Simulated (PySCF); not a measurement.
**BiF (triplet) at other levels of theory**

Aim: see what other levels and later steps give for BiF (triplet).

Method: each script names its method and basis; program: PySCF 2.14.0.

6 further runs of the same task are left out: 6 that didn't finish.

## 1. Starting geometry

BiF (triplet): 2 atoms, charge 0, spin multiplicity 3.

Bond lengths: Bi1–F2 1.971 Å.

## 2. The run that the others are compared with

The input, input.py:

```python
from pyscf import gto, dft

mol = gto.M(
    atom='Bi 0 0 0; F 0 0 1.971',
    basis='sbkjc',
    ecp={'Bi': 'sbkjc', 'F': 'sbkjc'},
    charge=0,
    spin=2,
    symmetry=True,
    verbose=4,
)
mf = dft.UKS(mol, xc='m062x')
mf.kernel()
mf.dip_moment()
print('orbital energies (hartree):', [e[max(0, n-3):n+3].round(4) for e, n in zip(mf.mo_energy, mol.nelec)])
```

On the command line:

```bash
OMP_NUM_THREADS=1 python input.py
```

Its log is not repeated here.

It gives: E(SCF) = -29.597471 Eh, 11 cycles, ⟨S²⟩ = 2.002, μ = 3.92 D.

The bond length is a typed value, not an optimised one. The triplet is typed in the script; nothing here shows that it is the ground state.

## 3. Blyp

Edit 1 changes functional: m062x → blyp.

The input, input.py:

```python
from pyscf import gto, dft

mol = gto.M(
    atom='Bi 0 0 0; F 0 0 1.971',
    basis='sbkjc',
    ecp={'Bi': 'sbkjc', 'F': 'sbkjc'},
    charge=0,
    spin=2,
    symmetry=True,
    verbose=4,
)
mf = dft.UKS(mol, xc='blyp')
mf.kernel()
mf.dip_moment()
print('orbital energies (hartree):', [e[max(0, n-3):n+3].round(4) for e, n in zip(mf.mo_energy, mol.nelec)])
```

On the command line:

```bash
OMP_NUM_THREADS=1 python input.py
```

## 4. MP2 (UHF)

Edit 2 changes step after the SCF: none → mp2; SCF type: UKS → UHF; functional: m062x → none (Hartree–Fock).

Changes to input.py since step 2:

```diff
@@ -1,2 +1,2 @@
-from pyscf import gto, dft
+from pyscf import gto, scf, mp
 
@@ -11,4 +11,5 @@
 )
-mf = dft.UKS(mol, xc='m062x')
+mf = scf.UHF(mol)
 mf.kernel()
+mp.MP2(mf).kernel()
 mf.dip_moment()
```

## 5. Population analysis

Edit 3 changes step after the SCF: none → analyze.

Changes to input.py since step 2:

```diff
@@ -13,2 +13,3 @@
 mf.kernel()
+mf.mulliken_pop()
 mf.dip_moment()
```

**Question.** What will these runs give? Wanted: for each run, E(SCF); from base; gap, α spin; SCF dipole; after the SCF.

**Answer**, as computed:

```csv
run,E(SCF) (hartree),from base (eV),cycles,"gap, α spin (eV)",SCF dipole (D),after the SCF
base,-29.597471,0,11,6.09,3.92,n/a
blyp,-29.595780,not comparable,12,2.68,3.21,n/a
MP2 (UHF),-29.170857,not comparable,11,9.90,4.39,MP2 correlation -3.400 eV
population analysis,-29.597471,0.0000,11,6.09,3.92,n/a
```

In words: The α-spin gap between the frontier levels is 2.7 eV with blyp (0 % exact exchange) and 6.1 eV with m062x (54 %): exact exchange opens it. Total energies of different functionals can't be compared with each other; differences within one functional can.
